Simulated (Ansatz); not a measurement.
# VBiO4: the band gap up the ladder of functionals

An exercise on one series of results from a longer session: the logs are not shown, and one member is left open.

Code: Ansatz 0.2.0. PAW datasets, plane waves. (Simulation; spin polarisation is off.)

## The system as given

The cell was relaxed beforehand with r2SCAN.

The symmetry is I4_1/a (No. 88, tetragonal); conventional cell a = 5.121 Å, c = 11.622 Å, 12.70 Å³ an atom. V has 4 O at 1.72 Å; Bi has 8 O at 2.43–2.47 Å; O has 1 V at 1.72 Å and 2 Bi at 2.43–2.47 Å.

Coordinates:

Space group I4_1/a:1 (No. 88). a = 5.121 Å, b = 5.121 Å, c = 11.622 Å, α = 90.00°, β = 90.00°, γ = 90.00°
```tsv
atom	site	symmetry	x	y	z
V	4b	-4..	0.5000	0.5000	0.0000
Bi	4a	-4..	0.0000	0.0000	0.0000
O	16f	1	0.1391	0.7511	0.4213
```

The first run:

Contents of input.yaml:

```yaml
crystal:
  lattice:
    - [-2.5605166769, 2.5605166769, 5.8111142428]
    - [2.5605166769, -2.5605166769, 5.8111142428]
    - [2.5605166769, 2.5605166769, -5.8111142428]
  atoms:
    - { symbol: V, position: [0.5, 0.5, 0.0] }
    - { symbol: V, position: [0.25, 0.75, 0.5] }
    - { symbol: Bi, position: [0.0, 0.0, 0.0] }
    - { symbol: Bi, position: [0.75, 0.25, 0.5] }
    - { symbol: O, position: [0.1723252622, 0.5603966723, 0.8901836866] }
    - { symbol: O, position: [0.3103966723, 0.9202129857, 0.8880714101] }
    - { symbol: O, position: [0.0321415756, 0.4223252622, 0.1119285899] }
    - { symbol: O, position: [0.6702129857, 0.2821415756, 0.1098163134] }
    - { symbol: O, position: [0.0797870143, 0.9678584244, 0.3901836866] }
    - { symbol: O, position: [0.7178584244, 0.8276747378, 0.3880714101] }
    - { symbol: O, position: [0.5776747378, 0.6896033277, 0.6098163134] }
    - { symbol: O, position: [0.4396033277, 0.3297870143, 0.6119285899] }
kpoints:
  mp_grid: { grid: [8, 8, 8] }
  band_path:
    path:
      - [[0.0, 0.0, 0.0], [4.28044771875e-18, 3.907888809945e-17, 0.5], [0.25, 0.25, 0.25], [2.642321999883e-17, 0.5, 8.916276461879e-18], [0.0, 0.0, 0.0], [0.5, 0.5, -0.5], [0.2985373877622, 0.7014626122378, -0.2985373877622]]
      - [[-0.2985373877622, 0.2985373877622, 0.2985373877622], [0.0, 0.0, 0.0]]
      - [[4.28044771875e-18, 3.907888809945e-17, 0.5], [-0.09707477552446, 0.09707477552446, 0.5]]
      - [[0.5, 0.5, -0.09707477552446], [0.5, 0.5, -0.5]]
    npoints: 10
hamiltonian:
  xc: pbe
scf:
  occupations: { method: fermi_dirac, width: 0.02 }
  n_extra_bands: 7
output:
  forces: true
  stress: true
  eigenvalues: true
```

Steps of the session up to this table: Band structure with PBE; r2SCAN at the same geometry; Single point with HSE06; Single point with PBE+SOC; Single point with PBE0.

One table of the session follows, with a row left open; its other results are not shown here.

| level | gap (eV) |
| --- | --- |
| PBE | 2.19 |
| r2SCAN | 2.42 |
| HSE06 | 3.29 |
| PBE+SOC | ? |
| PBE0 | 4.00 |

Q: Estimate the row for PBE+SOC from the others.

**Answer.** gap (eV): 2.03. In the column «gap (eV)» it is the lowest.

Meshes: PBE 8×8×8, r2SCAN 8×8×8, HSE06 4×4×4, PBE+SOC 8×8×8, PBE0 4×4×4

In words: PBE+SOC gives the least gap, 2.03 eV, and PBE0 the largest, 4.00 eV. Against HSE06, PBE is short by 1.10 eV, at 66 % of it, and r2SCAN 74 %. PBE0 lies 0.71 eV above HSE06, which differs from it by screening the long-range exchange.

Caveats from the session: Warnings in the runs' records: stress scf threshold loose, stress exchange threshold loose.
